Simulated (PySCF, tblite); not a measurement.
**C4H8GeO: geometry, infrared bands and NMR shifts**

What infrared bands and NMR shifts should C4H8GeO (`C=[C]1CC[O][GeH2]1`) show?

Programs: tblite 0.8.0 and PySCF 2.14.0, with density-fitted response routines of our own. Each step states its level of theory. These are calculated values for one molecule in the gas phase, unless marked as measured. Atoms count from 0, in the outputs and in this text.

## 1. The molecule as given

14 atoms, charge 0, multiplicity 1; geometry from: force field or distance geometry start.

Bonds of the start (Å): C0–C1 1.35, C1–C2 1.48, C2–C3 1.55, C3–O4 1.41, O4–Ge5 1.79, Ge5–C1 1.87, C0–H6 1.09, C0–H7 1.08, C2–H8 1.11, C2–H9 1.11, C3–H10 1.11, C3–H11 1.13, Ge5–H12 1.56, Ge5–H13 1.55.

## 2. Geometry optimisation with GFN2-xTB

What the job is given:

```
{"job": {"kind": "relax", "xc": "GFN2-xTB", "basis": "xTB"}, "charge": 0, "multiplicity": 1}
C      2.057900     0.300500    -0.220200
C      0.722900     0.169500    -0.113600
C     -0.047500    -1.027200    -0.501800
C     -1.475000    -0.846300     0.086600
O     -1.908800     0.494400     0.147400
Ge    -0.457700     1.469800     0.515000
H      2.533500     1.229900     0.078500
H      2.660700    -0.501000    -0.611600
H      0.416200    -1.956600    -0.114100
H     -0.115100    -1.072000    -1.609600
H     -2.200000    -1.446800    -0.507300
H     -1.492100    -1.270800     1.129700
H     -0.303800     1.704000     2.052200
H     -0.391900     2.752100    -0.353300
```

On the command line:

```sh
$ OMP_NUM_THREADS=1 python probes_run.py task.json out
```

The driver reads the jobs from task.json and runs them one after another.

The log of the run:

```text
step      E/eV     max force
  0    -506.00010    2.583
  1    -506.10696    1.984
  2    -506.15394    0.452
  3    -506.16960    0.430
  4    -506.20323    0.418
  5    -506.21698    0.386
  6    -506.24437    0.437
  7    -506.25909    0.362
  8    -506.27257    0.237
  9    -506.27874    0.166
 10    -506.28172    0.137
 11    -506.28384    0.135
 12    -506.28632    0.168
 13    -506.28858    0.154
 14    -506.29061    0.121
 15    -506.29256    0.130
 16    -506.29488    0.141
 17    -506.29753    0.155
 18    -506.29976    0.105
 19    -506.30128    0.103
 20    -506.30252    0.097
 21    -506.30361    0.075
 22    -506.30439    0.066
 23    -506.30484    0.057
 24    -506.30514    0.046
 25    -506.30546    0.047
 26    -506.30591    0.066
 27    -506.30651    0.072
 28    -506.30719    0.072
 29    -506.30785    0.068
 30    -506.30852    0.074
 31    -506.30935    0.088
 32    -506.31045    0.083
 33    -506.31184    0.102
 34    -506.31340    0.122
 35    -506.31499    0.113
 36    -506.31658    0.111
 37    -506.31826    0.138
 38    -506.31984    0.117
 39    -506.32104    0.077
 40    -506.32199    0.093
 41    -506.32295    0.094
 42    -506.32404    0.107
 43    -506.32516    0.086
 44    -506.32596    0.053
 45    -506.32639    0.059
 46    -506.32668    0.054
 47    -506.32697    0.045
 48    -506.32739    0.032
 49    -506.32757    0.037
 50    -506.32781    0.039
 51    -506.32803    0.040
 52    -506.32831    0.038
 53    -506.32855    0.046
 54    -506.32876    0.038
 55    -506.32891    0.030
 56    -506.32904    0.033
 57    -506.32916    0.030
 58    -506.32929    0.034
 59    -506.32943    0.038
 60    -506.32955    0.031
 61    -506.32964    0.023
 62    -506.32971    0.026
 63    -506.32977    0.019
 64    -506.32981    0.014
 65    -506.32983    0.011
 66    -506.32985    0.012
 67    -506.32986    0.009
```

Wall time 0.27 s (1 thread of Arm Neoverse V2, shared host).

Step by step: (not every step is listed)

| step | energy from step 0 (eV) | largest force (eV/Å) |
| --- | --- | --- |
| 0 | 0.0000 | 2.5833 |
| 1 | -0.1069 | 1.9838 |
| 2 | -0.1538 | 0.4517 |
| 3 | -0.1695 | 0.4301 |
| 4 | -0.2031 | 0.4176 |
| 5 | -0.2169 | 0.3860 |
| 6 | -0.2443 | 0.4374 |
| 7 | -0.2590 | 0.3619 |
| 8 | -0.2725 | 0.2375 |
| 13 | -0.2885 | 0.1545 |
| 18 | -0.2997 | 0.1048 |
| 23 | -0.3047 | 0.0574 |
| 28 | -0.3071 | 0.0724 |
| 33 | -0.3117 | 0.1020 |
| 38 | -0.3197 | 0.1167 |
| 43 | -0.3251 | 0.0856 |
| 48 | -0.3273 | 0.0321 |
| 53 | -0.3285 | 0.0457 |
| 58 | -0.3292 | 0.0345 |
| 62 | -0.3296 | 0.0258 |
| 63 | -0.3297 | 0.0188 |
| 64 | -0.3297 | 0.0141 |
| 65 | -0.3297 | 0.0112 |
| 66 | -0.3298 | 0.0122 |
| 67 | -0.3298 | 0.0095 |

Distances of close pairs at the start and the end, largest changes first:

| bond | before (Å) | after (Å) | change (Å) |
| --- | --- | --- | --- |
| C1–Ge5 | 1.865 | 1.967 | +0.101 |
| Ge5–H12 | 1.563 | 1.514 | -0.049 |
| Ge5–H13 | 1.550 | 1.506 | -0.045 |
| C3–H11 | 1.126 | 1.096 | -0.030 |
| C1–C2 | 1.475 | 1.502 | +0.027 |
| C0–C1 | 1.346 | 1.322 | -0.024 |
| C2–C3 | 1.555 | 1.533 | -0.021 |
| C3–H10 | 1.113 | 1.094 | -0.019 |

The next job starts from the end point, and lists it.

## 3. Harmonic vibrations with GFN2-xTB

What the job is given:

```
{"job": {"kind": "ir", "xc": "GFN2-xTB", "basis": "xTB"}, "charge": 0, "multiplicity": 1}
C      2.106935     0.153410    -0.078991
C      0.786440     0.175082    -0.140442
C     -0.076203    -0.953518    -0.629937
C     -1.388662    -0.908093     0.161587
O     -1.832526     0.424664     0.324948
Ge    -0.470772     1.567147     0.451207
H      2.671571     0.997869     0.279204
H      2.677987    -0.707726    -0.395559
H      0.409923    -1.924019    -0.530194
H     -0.302570    -0.780038    -1.686220
H     -2.182721    -1.450609    -0.359470
H     -1.242424    -1.373036     1.143496
H     -0.324084     2.052644     1.877264
H     -0.833572     2.725750    -0.439059
```

The log of the run:

```text
mode    cm-1     km/mol
  1      84.3      2.93
  2     177.9      4.65
  3     267.6      1.57
  4     292.6      6.34
  5     362.5     28.82
  6     458.8     57.37
  7     504.9     38.55
  8     541.7     33.54
  9     550.4     44.74
 10     578.2      6.55
 11     645.0    193.01
 12     694.5     20.99
 13     823.2    257.73
 14     853.4      3.70
 15     901.7     30.80
 16     916.7     15.93
 17     981.7     17.24
 18    1051.2      3.62
 19    1065.2     80.58
 20    1141.7     16.59
 21    1172.7      4.01
 22    1209.0      3.04
 23    1283.5      0.33
 24    1324.0      9.73
 25    1409.3      0.06
 26    1448.2      4.33
 27    1496.4      0.21
 28    1695.1      1.42
 29    1883.0    297.51
 30    1958.4    499.91
 31    2898.0     53.80
 32    2940.0     40.03
 33    2947.2     57.58
 34    2990.5     39.62
 35    3060.8     39.54
 36    3106.9     24.59
```

It took 0.27 s on 1 thread of Arm Neoverse V2, shared host.

Which atoms move in the most intense modes:

| cm⁻¹ | km/mol | atoms |
| --- | --- | --- |
| 459 | 57.4 | H13 27 %, C1 16 %, H12 14 % |
| 645 | 193.0 | H13 39 %, H12 23 % |
| 823 | 257.7 | H12 48 %, H13 48 % |
| 1065 | 80.6 | C3 42 %, O4 20 %, C2 16 % |
| 1883 | 297.5 | H12 86 %, H13 12 % |
| 1958 | 499.9 | H13 86 %, H12 12 % |
| 2898 | 53.8 | H11 86 % |
| 2947 | 57.6 | H10 76 %, H9 14 % |

## 4. Shielding tensors: PBE0/pcSseg-1

Settings changed since step 3:

```diff
@@ -1,2 +1,2 @@
-{"job": {"kind": "ir", "xc": "GFN2-xTB", "basis": "xTB"}, "charge": 0, "multiplicity": 1}
+{"job": {"kind": "nmr", "xc": "PBE0", "basis": "pcSseg-1"}, "charge": 0, "multiplicity": 1}
 C      2.106935     0.153410    -0.078991
```

Method: GIAO PBE0/pcSseg-1 NMR shielding, non-relativistic, gas phase.

The log of the run:

```text
coarse grid: 53096 points
cycle   1  E = -2308.5186821241  dE =  1.122e-01  |g| = 1.115e+00  |ddm| = 3.530e+00
cycle   2  E = -2308.2728398753  dE =  2.458e-01  |g| = 1.573e+00  |ddm| = 1.905e+00
cycle   3  E = -2308.6489972692  dE = -3.762e-01  |g| = 2.773e-01  |ddm| = 1.485e+00
cycle   4  E = -2308.6620006070  dE = -1.300e-02  |g| = 7.629e-02  |ddm| = 2.547e-01
cycle   5  E = -2308.6628293857  dE = -8.288e-04  |g| = 1.149e-02  |ddm| = 7.004e-02
cycle   6  E = -2308.6628568820  dE = -2.750e-05  |g| = 3.565e-03  |ddm| = 1.497e-02
cycle   7  E = -2308.6628592664  dE = -2.384e-06  |g| = 1.644e-03  |ddm| = 3.887e-03
final grid: 112056 points
cycle   8  E = -2308.6628681763  dE =  1.532e-06  |g| = 2.980e-03  |ddm| = 4.068e-03
cycle   9  E = -2308.6628627290  dE =  5.447e-06  |g| = 5.498e-03  |ddm| = 6.898e-03
cycle  10  E = -2308.6628704514  dE = -7.722e-06  |g| = 1.298e-04  |ddm| = 4.413e-03
cycle  11  E = -2308.6628704550  dE = -3.564e-09  |g| = 2.781e-05  |ddm| = 1.522e-04
cycle  12  E = -2308.6628704551  dE = -1.228e-10  |g| = 8.994e-06  |ddm| = 2.699e-05
converged SCF energy = -2308.6628704551

GIAO shielding tensors (ppm)
atom      isotropic    diamagn.    paramagn.     s11        s22        s33       span
  0 C       55.556     251.415    -195.859    -60.242     69.338    157.573    217.815
  1 C       28.742     264.936    -236.194    -73.052     18.207    141.071    214.123
  2 C      142.138     247.520    -105.382    120.352    146.992    159.068     38.716
  3 C      114.803     242.886    -128.083     77.784    105.579    161.046     83.262
  4 O      306.632     400.960     -94.328    261.748    280.425    377.721    115.972
  5 Ge    1355.754    2755.148   -1399.393   1231.986   1279.874   1555.403    323.418
  6 H       25.836      30.298      -4.462     22.426     23.827     31.256      8.830
  7 H       25.275      30.516      -5.241     21.891     24.125     29.809      7.918
  8 H       29.363      31.155      -1.792     25.926     27.670     34.495      8.569
  9 H       28.957      30.186      -1.229     24.890     27.144     34.837      9.947
 10 H       27.248      28.327      -1.080     22.105     26.318     33.320     11.214
 11 H       27.877      29.723      -1.846     22.321     26.736     34.574     12.253
 12 H       26.378      28.421      -2.043     20.124     21.071     37.939     17.815
 13 H       26.359      28.399      -2.041     19.646     21.480     37.950     18.304
```

Run time: 19 s. Hardware: 1 thread of Arm Neoverse V2, shared host; peak memory 0.83 GiB.

The references, computed at this level on geometries of the same kind, shield at (ppm): 1H TMS 31.72, 13C TMS 186.9, 17O H2O 336.1, 73Ge GeMe4 1331. Their shielding less the atom's gives the shift. The references are single molecules in the gas phase, so shifts against H2O, NH3, PH3, H3PO4 or CFCl3 are not on the usual liquid scales and can be off by tens of ppm. Atoms listed in one row are averaged.

| atoms | environment | σ (ppm) | δ (ppm) |
| --- | --- | --- | --- |
| C1 | fully substituted alkene carbon | 28.7 | 158.2 |
| C0 | terminal =CH2 carbon | 55.6 | 131.4 |
| C3 | sp3 CH2 bonded to O | 114.8 | 72.1 |
| C2 | allylic sp3 CH2 | 142.1 | 44.8 |
| H7 | hydrogen on a terminal =CH2 carbon | 25.27 | 6.44 |
| H6 | hydrogen on a terminal =CH2 carbon | 25.84 | 5.88 |
| H12, H13 | hydrogen on a germanium bonded to C, O, in a 5-membered ring | 26.37 | 5.35 |
| H10, H11 | hydrogen on an sp3 CH2 bonded to O | 27.56 | 4.15 |
| H8, H9 | hydrogen on an allylic sp3 CH2 | 29.16 | 2.56 |
| O4 | oxygen bonded to C, Ge, in a 5-membered ring | 306.6 | 29.4 |
| Ge5 | germanium bonded to C, O, 2 H, in a 5-membered ring | 1356 | -25 |

The run also stored atomic charges by several schemes (e):

| atoms | Mulliken | IAO | Hirshfeld | ESP fit |
| --- | --- | --- | --- | --- |
| C0 | -0.06 | -0.31 | -0.11 | -0.56 |
| C1 | -0.63 | -0.22 | -0.08 | 0.00 |
| C2 | -0.16 | -0.28 | -0.08 | -0.09 |
| C3 | 0.12 | -0.05 | -0.01 | 0.11 |
| O4 | -0.70 | -0.63 | -0.26 | -0.47 |
| Ge5 | 0.79 | 0.83 | 0.41 | 0.53 |

Mayer bond orders: C0–C1 2.01, C1–C2 0.99, C2–C3 1.03, C3–O4 0.92, O4–Ge5 0.83, Ge5–C1 0.82.

Ring of atoms C1, C2, C3, O4, Ge5: NICS(0) -4.2, NICS(1) -2.7, NICS(1)zz -2.8 ppm (means of both faces).

## 5. What came out

| quantity | value |
| --- | --- |
| strongest single infrared mode (GFN2-xTB) | 1958 cm⁻¹, 500 km/mol |
| zero-point energy (GFN2-xTB) | 65.4 kcal/mol |
| 13C shifts against TMS (PBE0/pcSseg-1) | 158.2, 131.4, 72.1, 44.8 ppm |
| 1H shifts against TMS (PBE0/pcSseg-1, means over atoms taken as alike) | 6.44, 5.88, 5.35, 4.15, 2.56 ppm |
| 17O shifts against H2O (PBE0/pcSseg-1) | 29.4 ppm |
| 73Ge shifts against GeMe4 (PBE0/pcSseg-1) | -25 ppm |

Relaxing lowered the energy by 0.330 eV in 67 steps; the close pair that moved most is C1–Ge5, from 1.865 to 1.967 Å. No mode is imaginary among the 36: a minimum at this level. The strongest single mode, at 1958 cm⁻¹, moves mainly H13. GFN2-xTB is a fitted tight-binding method: band positions and strengths are rough. Its intensities can rank the bands wrongly. C1 (fully substituted alkene carbon) lies farthest downfield among carbon, at 158.2 ppm; the olefinic region. At PBE0/pcSseg-1: The widest tensor belongs to Ge5: span 323 ppm, with a paramagnetic part of -1399 ppm. Spin-orbit coupling is left out, which matters for shieldings and couplings at and beside the heavy atoms.
